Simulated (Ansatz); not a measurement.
# Bi2Te3: the cost of one run

Computed with Ansatz 0.2.0 (DFT PBEsol, scalar-relativistic, plane waves, PAW, unless a step's input says otherwise).

3 further runs of the same task are left out: 1 that didn't finish, 2 set aside as unsound or not needed.

## 1. Starting point

The structure is trigonal, space group R-3m (No. 166). Conventional cell: a = 4.386 Å, b = 4.386 Å, c = 30.497 Å, α = 90.00°, β = 90.00°, γ = 120.00°. Bi (site symmetry 3m) is surrounded by 6 Te at 3.07 to 3.25 Å. Te (site symmetry -3m) is surrounded by 6 Bi at 3.25 Å. Te (site symmetry 3m) is surrounded by 3 Bi at 3.07 Å.

Structure file:

```cif
data_structure
_symmetry_space_group_name_H-M 'P 1'
_symmetry_Int_Tables_number 1
_cell_length_a 10.4763
_cell_length_b 10.4763
_cell_length_c 10.4763
_cell_angle_alpha 24.166
_cell_angle_beta 24.166
_cell_angle_gamma 24.166
_cell_volume 169.36
loop_
_atom_site_label
_atom_site_type_symbol
_atom_site_fract_x
_atom_site_fract_y
_atom_site_fract_z
_atom_site_occupancy
Bi1 Bi 0.40000 0.40000 0.40000 1
Bi2 Bi 0.60000 0.60000 0.60000 1
Te1 Te 0.00000 0.00000 0.00000 1
Te2 Te 0.20950 0.20950 0.20950 1
Te3 Te 0.79050 0.79050 0.79050 1
```

The structure comes from the Crystallography Open Database.

(A quick probe on a coarse mesh, which set the mesh and smearing, is not shown.)

## 3. The relaxation

The input, input.yaml:

```yaml
crystal:
  lattice:
    - [2.1930005584, 1.2661294627, 10.16567]
    - [-2.1930005584, 1.2661294627, 10.16567]
    - [0.0, -2.5322589254, 10.16567]
  atoms:
    - { symbol: Bi, position: [0.4, 0.4, 0.4] }
    - { symbol: Bi, position: [0.6, 0.6, 0.6] }
    - { symbol: Te, position: [0.0, 0.0, 0.0] }
    - { symbol: Te, position: [0.2095, 0.2095, 0.2095] }
    - { symbol: Te, position: [0.7905, 0.7905, 0.7905] }
basis:
  ecutwfc: 420
kpoints:
  mp_grid: { grid: [12, 12, 12] }
hamiltonian:
  xc: pbesol
scf:
  occupations: { method: gaussian, width: 0.01 }
output:
  forces: true
  stress: true
  eigenvalues: true
  write_density: true
  write_potential: true
  elf: true
  volumetric_format: npy
relax:
  adjacent_minimum: "off"
  f_tol: 0.005
  max_steps: 80
  cell: { stress_tol: 0.05 }
```

Command:

```bash
$ ansatz run input.yaml --threads 1 --pin off --max-ram 2560MiB --backend cpu --events-out ev --progress --plain --runs-dir out
```

What time and memory should one allow on 1 thread of Arm Neoverse V1, shared host?

About 7.6 min, with a peak of 1.1 GiB.
